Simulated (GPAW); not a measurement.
## BaTiO3: optical spectrum with PBEsol+U

The system is BaTiO3.

```xyz
5
Lattice="3.7045 -0.0164 0.1851 -0.0164 4.1845 0.0253 0.1859 0.0254 3.8917" Properties=species:S:1:pos:R:3 pbc="T T T"
Ba    0.1932    3.7176    3.7583
Ti    1.9778    1.7733    2.4309
O     1.8676    3.3187    3.9251
O     2.1383    3.7507    1.9382
O     3.6777    2.1334    2.1198
```

The cell isn't the ideal one: all atoms moved at random, sigma 0.4 Å a component, cell strained at random, sigma 0.06.

- Program: GPAW 26.7.0
- Task: optical spectrum
- Functional: PBEsol
- Potentials or basis: PAW data sets generated in the run's folder for this functional
- Cutoff: 650 eV
- Basis: pw
- k mesh: 5 × 5 × 5
- Occupations: fermi-dirac, width 0.05 eV
- Spin: no spin polarisation
- Hubbard terms: Ti d U = 4.5 eV
- Kernel: RPA
- Eta: 0.15 eV
- Response ecut: 40 eV
- Scissors: 0 eV
- Maxiter: 150
- Response k mesh: 5 × 5 × 5
- Domega0: 0.05 eV
- Omega2: 10 eV
- Response bands: 60
- Directions: ["x", "y", "z"]
- Intraband: yes

```yaml
Band_gap_on_the_k_mesh: none (metal or under the smearing width)
```

Dielectric function (mean over the directions given):
```tsv
energy (eV)	real part	imaginary part
0.25	29.47	68.66
0.88	1.31	21.61
1.54	2.96	10.77
2.18	1.80	8.43
2.79	1.37	6.10
3.43	2.08	4.23
4.16	2.33	4.25
4.79	2.60	4.16
5.38	2.59	3.79
6.07	2.31	4.16
6.63	1.41	4.11
7.29	1.57	3.17
8.07	1.89	3.51
8.71	1.02	3.54
9.27	1.08	3.19
9.96	0.89	2.88
10.57	0.92	2.73
11.20	0.74	2.68
11.96	0.56	2.45
12.53	0.51	2.16
13.24	0.62	2.01
13.85	0.47	2.15
14.48	0.39	1.77
15.13	0.40	1.61
15.94	0.39	1.52
16.64	0.43	1.30
17.36	0.62	1.29
18.12	0.66	1.26
18.90	0.69	1.29
19.87	0.72	1.32
```

Wall time 5.7 min on 1 thread of Arm Neoverse V2 (shared host), peak memory 0.7 GiB.

Caveat: the intraband term hangs on this k mesh; the long-wavelength limit can be off by several per cent where d states take part; response on these states lacks terms of the Hamiltonian; spectra need much finer meshes, so this one isn't converged; independent-particle spectra lack excitons; U without spin polarisation on a metal has little footing. Spin-orbit coupling is left out, which matters for the levels of Ba.
